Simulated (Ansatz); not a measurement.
Working through the interaction energy of a dimer with the counterpoise correction of BClHI, SMILES ClBI

Computed with Ansatz's Python interface.

The cells in order, each with its output:

**Cell 1**
```python
import ansatz as az
```

**Cell 2**
```python
FIRST = [
    ("Cl", (-1.6997, -0.5863, 0.1608)),
    ("B", (-0.0799, 0.1793, -0.1299)),
    ("I", (1.6576, -0.7398, 0.787)),
    ("H", (0.122, 1.1469, -0.8178)),
]
SECOND = [
    ("Cl", (3.5396, -1.121, 5.5459)),
    ("B", (2.2642, -1.9283, 4.538)),
    ("I", (1.1482, -3.5612, 5.4284)),
    ("H", (1.9593, -1.6158, 3.4157)),
]
```

**Cell 3**
```python
def energy(atoms, ghosts=()):
    molecule = az.Crystal.molecule()
    for symbol, xyz in atoms:
        molecule = molecule.atom(symbol, xyz)
    calc = (
        molecule.calculation()
        .basis(gaussian="def2-SVPD")
        .correlation("mp2")
    )
    deck = calc.input()
    if ghosts:
        deck = deck.set(az.key.basis.gaussian.ghost_atoms, [{"symbol": s, "position_ang": list(xyz)} for s, xyz in ghosts])
    return az.Session.from_dict(deck).plan().execute().report["free_energy_ev"]
```

**Cell 4**
```python
# ghost atoms carry the functions of the partner
both = energy(FIRST + SECOND)
alone = energy(FIRST) + energy(SECOND)
ghosted = energy(FIRST, SECOND) + energy(SECOND, FIRST)
print(f"dimer {both:.6f} eV")
print(f"interaction, uncorrected   {23.060548 * (both - alone):8.3f} kcal/mol")
print(f"interaction, counterpoise  {23.060548 * (both - ghosted):8.3f} kcal/mol")
print(f"basis-set superposition    {23.060548 * (alone - ghosted):8.3f} kcal/mol")
```
Output:
```text
dimer -42540.832463 eV
interaction, uncorrected     -0.861 kcal/mol
interaction, counterpoise     1.159 kcal/mol
basis-set superposition       2.020 kcal/mol
```

Uncorrected it is -0.861 kcal/mol, with the counterpoise correction 1.159 kcal/mol; the difference, 2.02 kcal/mol, is the superposition error. The sign changes with the correction, so this basis doesn't settle it.

Notes:
- Total energies depend on the basis set; only differences at equal settings carry meaning.
- The dimer is a generated trial pose of unrelaxed monomers, not a minimum, so the figure is no binding energy, and the basis set is small.
- def2 sets replace the cores of elements past krypton by effective core potentials.
- Wall time of the script: 30 s on 1 thread of Arm Neoverse V1, on a shared host, peak memory 0.6 GiB.

(Lines on the test bed's own set-up are left out of the output.)
